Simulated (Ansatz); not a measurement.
**Al2GaH (quintet): wave-function methods side by side, cc-pVDZ**

The task here is to estimate one member of a computed series from the others.

Computed with Ansatz 0.2.0, Gaussian basis. Level: cc-pVDZ, core rule «outside noble gas», up to 24 orbitals frozen.

Plan: UHF; CCSD(T) on ROHF; CCSD(T) on UHF; BCCD(T) on ROHF; CISD as a restricted active space (open shells left free, so some higher excitations enter); CCSDT(Q) on ROHF; CCSDT(Q) on UHF.

34 further runs of the same task are left out: 2 for a known fault of the program, 16 that didn't finish, 16 set aside as unsound or not needed. Runs told in other sessions of the task aren't counted.

## The geometry

The geometry is a PBE0/def2-TZVP stationary point (not a proven minimum) of the parent state, kept for this charge and spin. No spin-orbit coupling is included. The filled d shell of Ga may be among the frozen orbitals whatever the setting's name suggests.

4 atoms, charge 0, spin multiplicity 5.

Atoms are counted from 1 here; the program's logs count them from 0.

Bond lengths: Al1–Al2 2.585 Å, Al1–H4 1.925 Å, Al2–Ga3 2.597 Å, Al2–H4 1.870 Å. Angles: Al2–Al1–H4 46.2°, Al1–Al2–Ga3 98.6°, Al1–Al2–H4 48.0°, Ga3–Al2–H4 50.7°, Al1–H4–Al2 85.9°.

Coordinates:

```
Al    0.0000    0.6516    2.5805
Al    0.0000   -1.2421    0.8211
Ga    0.0000    0.2195   -1.3259
H     0.0000    0.6206    0.6561
```

The first run:

in.yaml reads:

```yaml
crystal:
  periodic: [false, false, false]
  atoms:
    - {symbol: Al, position_ang: [0.000000, 0.651584, 2.580537]}
    - {symbol: Al, position_ang: [0.000000, -1.242085, 0.821113]}
    - {symbol: Ga, position_ang: [0.000000, 0.219542, -1.325862]}
    - {symbol: H, position_ang: [0.000000, 0.620606, 0.656125]}
basis:
  gaussian: {orbitals: cc-pVDZ}
magnetization: {spin_polarized: true, initial_magnetization: 4}
hamiltonian: {xc: hf}
output: {orbitals: {seedname: orbitals}}
```

Started as:

```console
$ ansatz run in.yaml --threads 1 --pin off --events-out ev --progress --plain --max-ram 2393MiB
```

Among the steps run: UHF; CCSD(T) on ROHF; CCSD(T) on UHF; BCCD(T) on ROHF; CISD as a restricted active space (open shells left free, so some higher excitations enter); CCSDT(Q) on ROHF; CCSDT(Q) on UHF.

One of the session's tables, all rows but one given; the rest of the session is left out.

It belongs to the step «Misses and costs». 

```
   method  from RCCSDT(Q) (meV)
     ROHF               +5205.8
      UHF               +4920.4
     RMP2                     ?
     UMP2               +1413.5
     CISD                +781.4
    RCCSD                +381.1
    UCCSD                +358.3
 RCCSD(T)                 +92.5
 UCCSD(T)                 +91.3
  BCCD(T)                 +93.3
   RCCSDT                 +27.8
   UCCSDT                 +17.8
RCCSDT(Q)                     0
UCCSDT(Q)                  -9.6
```

Estimate the missing values for RMP2.

**Answer.** from RCCSDT(Q) (meV): +1311.4. In the column «from RCCSDT(Q) (meV)» it lies between CISD (+781.4) and UMP2 (+1413.5).

To keep in mind: Warnings: spin contamination; large T1 diagnostic. Restricted and unrestricted rows rest on different reference determinants; a gap between their highest levels can come from leftover correlation error, from unlike frozen cores or from another state.
